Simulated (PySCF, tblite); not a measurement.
**C₆H₅F₃O: geometry, infrared bands and NMR shifts**

Aim: predict the infrared bands and NMR shifts of C₆H₅F₃O (`C=C1C[C@H]1C(=O)C(F)(F)F`).

The runs use tblite 0.8.0 and PySCF 2.14.0, with density-fitted response routines of our own; the level of theory stands in each step. All values are computed, except where a source is named. Atoms count from 0, in the outputs and in this text.

### 1 The molecule as given

15 atoms, charge 0, multiplicity 1; geometry from: force field or distance geometry start.

Bonds of the start (Å): C0–C1 1.34, C1–C2 1.48, C2–C3 1.50, C3–C4 1.49, C4–O5 1.22, C4–C6 1.50, C6–F7 1.39, C6–F8 1.40, C6–F9 1.38, C3–C1 1.49, C0–H10 1.08, C0–H11 1.11, C2–H12 1.11, C2–H13 1.11, C3–H14 1.10.

### 2 Relaxing the molecule with GFN2-xTB

What the job is given:

```
{"job": {"kind": "relax", "xc": "GFN2-xTB", "basis": "xTB"}, "charge": 0, "multiplicity": 1}
C      2.154100    -0.792500     0.746800
C      1.373100     0.005300     0.007800
C      1.242700     0.894400    -1.170700
C      0.068800     0.666000    -0.263700
C     -0.989800    -0.321100    -0.630200
O     -0.726100    -1.274000    -1.352800
C     -2.407100    -0.166100    -0.169700
F     -2.390600    -0.197600     1.223000
F     -3.153200    -1.280600    -0.564400
F     -2.994800     0.975900    -0.668000
H      3.177800    -0.928700     0.422100
H      1.778100    -1.306000     1.654000
H      1.747000     1.868700    -1.007700
H      1.337900     0.362900    -2.138300
H     -0.222500     1.501300     0.384100
```

On the command line:

```console
OMP_NUM_THREADS=1 python probes_run.py task.json out
```

This one command runs all jobs of the session in turn.

**Question.** This job is followed by: GFN2-xTB harmonic vibrations, gas phase; GIAO PBE0/pcSseg-1 NMR shielding, non-relativistic, gas phase. What will the session give for the following? strongest single infrared mode (GFN2-xTB); zero-point energy (GFN2-xTB); ¹³C shifts against TMS (PBE0/pcSseg-1); ¹H shifts against TMS (PBE0/pcSseg-1); ¹⁷O shifts against H2O (PBE0/pcSseg-1); ¹⁹F shifts against CFCl3 (PBE0/pcSseg-1, means over atoms taken as alike).

As calculated:

```
                                                                 quantity                                       value
                                strongest single infrared mode (GFN2-xTB)                       1773 cm⁻¹, 375 km/mol
                                             zero-point energy (GFN2-xTB)                               60.5 kcal/mol
                                   ¹³C shifts against TMS (PBE0/pcSseg-1)  196.5, 144.2, 126.0, 110.6, 25.0, 17.5 ppm
                                    ¹H shifts against TMS (PBE0/pcSseg-1)            5.94, 5.91, 2.81, 2.40, 1.95 ppm
                                   ¹⁷O shifts against H2O (PBE0/pcSseg-1)                                   613.5 ppm
¹⁹F shifts against CFCl3 (PBE0/pcSseg-1, means over atoms taken as alike)                                   -94.2 ppm
```

In words: The optimisation took 86 steps and gained 0.643 eV; among the close pairs (by a distance rule), C6–F8 changed most, from 1.398 to 1.328 Å. All 39 modes are real, so the xTB geometry is a minimum. The strongest single mode, at 1773 cm⁻¹, moves mainly C4 and O5. GFN2-xTB is a fitted tight-binding method: band positions and strengths are rough. Its intensities can rank the bands wrongly. C4 (ketone carbonyl carbon) lies farthest downfield among carbon, at 196.5 ppm; the double bond to the heteroatom, with no lone-pair donor beside it, deshields it most. At PBE0/pcSseg-1: The widest tensor belongs to O5: span 1215 ppm, with a paramagnetic part of -676 ppm.
